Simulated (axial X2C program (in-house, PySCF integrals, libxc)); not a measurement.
# A two-component session on AsH⁺: properties at the nuclei

Wanted for AsH⁺: properties at the nuclei, at the two-component level.

The runs use an in-house X2C program for linear molecules on PySCF integrals; two-component X2C with atomic mean-field terms, As dyall-acv3z, H dyall-av3z.

All values are calculated.

### Step 1. Set-up

Input file task.json:

```json
{
 "zs": [
  33,
  1
 ],
 "q": 1,
 "bas": [
  "dyall-acv3z",
  "dyall-av3z"
 ],
 "r0": 1.53,
 "levels": [
  "PBE0",
  "HF",
  "B3LYP"
 ],
 "nst": 1,
 "ff": 1,
 "thr": -3.5,
 "nmax": 130,
 "opt": {
  "ecut": 60
 }
}
```

Keys: zs atomic numbers; q charge; bas basis sets; r0 starting distance in Å; levels methods (HF also brings MP2); nst determinants followed; ff finite-field run; thr threshold in hartree for freezing inner shells (an s shell follows its p shell); nmax most natural virtual spinors; ecut virtual cutoff in hartree.

The run is started by

```console
$ python soeom.py task.json out
```

Nuclei are Gaussian, cores are contracted, and the Gaunt term is on.

### Step 2. Expectation values, lowest determinant

R = 1.534 Å. State: Ω = 1/2 (excess of +ω over −ω: ω = 1/2).

Output of the PBE0 run:

```text
two-component X2C + atomic mean field  PBE0
basis functions 145  fitting functions 792  grid points 5072
iter        total energy     max residual
   1      -2259.963298495     6.05e-01
   2      -2260.023271584     2.38e-03
   3      -2260.023293547     9.81e-04
   4      -2260.023297970     4.16e-04
   5      -2260.023298421     3.83e-05
   6      -2260.023298453     6.21e-06
   7      -2260.023298453     1.44e-06
converged
one-electron -3155.84508807  Coulomb 969.38492187  exact exchange -20.66946054  xc functional -63.47263101  nuclear repulsion 11.38386438  atomic mean-field constant -0.80490508
```

The highest occupied spinor is 84% As p, 9% H p, 7% H d.

```tsv
level	Eeff magnitude (GV/cm)	Ws magnitude As (kHz)	A∥/gI As (MHz)	qzz As (a.u.)	A∥/gI H (MHz)	qzz H (a.u.)
PBE0	0.0485	0.0331	2410	-5.88	16.3	0.12
HF	0.209	0.165	2100	-5.74	18.9	0.12
B3LYP	0.0392	0.0413	2400	-5.86	14.7	0.12
```

Eeff is the effective electric field on the electron dipole moment in this Ω state and Ws the scalar–pseudoscalar constant (defined with the proton number Z and per Ω); A∥ is the parallel hyperfine constant, which follows by multiplying with the nuclear g factor gI = μI/(I μN); qzz is the electric field gradient, eQq0 = 234.96 MHz × Q/barn × qzz. The operators were transformed with the bare-nucleus X2C matrices.

### Step 3. Finite-field coupled cluster

Output:

```text
two-component X2C + atomic mean field  HF
basis functions 145  fitting functions 792  grid points 5072
iter        total energy     max residual
   1      -2258.559049081     2.41e-01
   2      -2258.575967953     8.21e-03
   3      -2258.576444717     5.09e-03
   4      -2258.576539355     9.03e-04
   5      -2258.576552180     2.05e-04
   6      -2258.576554007     8.06e-05
   7      -2258.576554321     4.30e-05
   8      -2258.576554405     2.69e-05
   9      -2258.576554440     1.36e-05
  10      -2258.576554453     2.75e-06
  11      -2258.576554453     3.37e-07
converged
one-electron -3156.02401475  Coulomb 969.64082819  exact exchange -82.77232720  xc functional 0.00000000  nuclear repulsion 11.38386438  atomic mean-field constant -0.80490508
correlated 15  virtual 233  natural virtual 130  E(MP2) -0.568072065  MP2 remainder -0.008993827
iter   CCSD correlation   residual
   1     -0.531056845   9.84e-02
   2     -0.542953504   3.64e-02
   3     -0.542936047   1.40e-02
   4     -0.542856884   3.58e-03
   5     -0.542930269   1.11e-03
   6     -0.542918666   4.89e-04
   7     -0.542916728   2.34e-04
   8     -0.542919219   1.35e-04
   9     -0.542917283   7.26e-05
  10     -0.542918115   2.75e-05
  11     -0.542918239   8.69e-06
  12     -0.542918369   3.45e-06
  13     -0.542918399   1.49e-06
  14     -0.542918383   5.70e-07
(T) -0.010806392  T1 0.0135  D1 0.0380  max T2 0.099
```

T1 in the output is the amplitude norm over the root of the electron number; divide by √2 for the Lee–Taylor value.

15 electrons correlated in 130 natural virtual spinors, MP2 remainder added; T1 = 0.010.

```tsv
level	Eeff magnitude (GV/cm)	Ws magnitude As (kHz)	A∥/gI As (MHz)	qzz As (a.u.)	A∥/gI H (MHz)
HF	0.209	0.165	2100	-5.74	18.9
MP2	0.0903	0.0881	2230	-5.84	20
CCSD	0.0877	0.0861	2090	-5.66	16.5
CCSD(T)	0.114	0.108	2070	-5.64	16.6
```

### Step 4. What came out

```
                       quantity                                    value
             lowest determinant  Ω = 1/2 (excess of +ω over −ω: ω = 1/2)
   Eeff magnitude (GV/cm), PBE0                                   0.0485
    Ws magnitude As (kHz), PBE0                                   0.0331
           A∥/gI As (MHz), PBE0                                     2410
            qzz As (a.u.), PBE0                                    -5.88
Eeff magnitude (GV/cm), CCSD(T)                                    0.114
 Ws magnitude As (kHz), CCSD(T)                                    0.108
        A∥/gI As (MHz), CCSD(T)                                     2070
         qzz As (a.u.), CCSD(T)                                    -5.64
```

In words: In the first state, the effective field runs from 0.0392 to 0.209 GV/cm over the mean-field levels, so the levels don't agree on it. The expectation values come from single determinants, which for open shells can mix terms of unlike spin or miss the lowest Ω, so a determinant need not be a state. Eeff is the effective electric field on the electron dipole moment in this Ω state and Ws the scalar–pseudoscalar constant (defined with the proton number Z and per Ω); A∥ is the parallel hyperfine constant, which follows by multiplying with the nuclear g factor gI = μI/(I μN); qzz is the electric field gradient, eQq0 = 234.96 MHz × Q/barn × qzz. The operators were transformed with the bare-nucleus X2C matrices. Correlation of the inner shells is missing, which matters for properties at the nucleus.
